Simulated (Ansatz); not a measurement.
# Te2Mo3: the cost of one run

Method: DFT PBE, scalar-relativistic, plane waves, PAW, in Ansatz 0.2.0.

### Step 1. The system as given

Symmetry: P-3m1, No. 164, trigonal system. The conventional cell has a = 3.290 Å, b = 3.290 Å, c = 10.632 Å, α = 90.00°, β = 90.00°, γ = 120.00°. Te (site symmetry 3m) has 6 Mo at 2.77 to 3.13 Å as nearest neighbours. Mo (site symmetry 3m) is surrounded by 3 Mo at 2.51 Å and 3 Te at 3.13 Å. Mo (site symmetry -3m) has 6 Te at 2.77 Å as nearest neighbours.

Structure file:

```
Te Mo
1.0
     3.29011    0.00000    0.00000
    -1.64505    2.84932    0.00000
     0.00000    0.00000   10.63176
Te Mo
2 3
Cartesian
  0.0000 1.8995 3.3066
  1.6451 0.9498 7.3252
  0.0000 1.8995 9.8079
  1.6451 0.9498 0.8238
  0.0000 0.0000 5.3159
```

The cell was relaxed beforehand at this level, starting from a generated guess, and another structure or a mixture of phases may lie lower. At a tolerance of 0.05 Å it has space group P-3m1 (No. 164); it has 19.93 Å³/atom, an uncorrected energy of +0.43 eV/atom over the elements.

### Step 2. Bands, states and charges

input.yaml

```yaml
crystal:
  lattice:
    - [3.2901065288, 0.0, 0.0]
    - [-1.6450532644, 2.8493158351, 0.0]
    - [0.0, 0.0, 10.631761142]
  atoms:
    - { symbol: Te, position: [0.3333333333, 0.6666666667, 0.3110113848] }
    - { symbol: Te, position: [0.6666666667, 0.3333333333, 0.6889886152] }
    - { symbol: Mo, position: [0.3333333333, 0.6666666667, 0.922513163] }
    - { symbol: Mo, position: [0.6666666667, 0.3333333333, 0.077486837] }
    - { symbol: Mo, position: [0.0, 0.0, 0.5] }
basis:
  ecutwfc: 420
kpoints:
  mp_grid: { grid: [12, 12, 4] }
  band_path:
    path:
      - [[0.0, 0.0, 0.0], [0.5, 0.0, 0.0], [0.33333333, 0.33333333, 0.0], [0.0, 0.0, 0.0], [0.0, 0.0, 0.5], [0.5, 0.0, 0.5], [0.33333333, 0.33333333, 0.5], [0.0, 0.0, 0.5]]
      - [[0.5, 0.0, 0.5], [0.5, 0.0, 0.0]]
      - [[0.33333333, 0.33333333, 0.5], [0.33333333, 0.33333333, 0.0]]
    npoints: 14
hamiltonian:
  xc: pbe
scf:
  occupations: { method: gaussian, width: 0.1 }
  n_extra_bands: 12
output:
  forces: true
  stress: true
  eigenvalues: true
  populations: true
  dos: { projected: true, de: 0.02, nscf_kmesh: { grid: [15, 15, 5] } }
  bader: true
  write_density: true
  write_potential: true
  elf: true
  volumetric_format: npy
```

Command:

```sh
$ ansatz run input.yaml --threads 1 --pin off --max-ram 2560MiB --backend cpu --events-out ev --progress --plain --runs-dir out
```

What time and memory should one allow on 1 thread of Intel Xeon at 2.70GHz, shared host?

About 1.8 min, with a peak of 0.66 GiB.
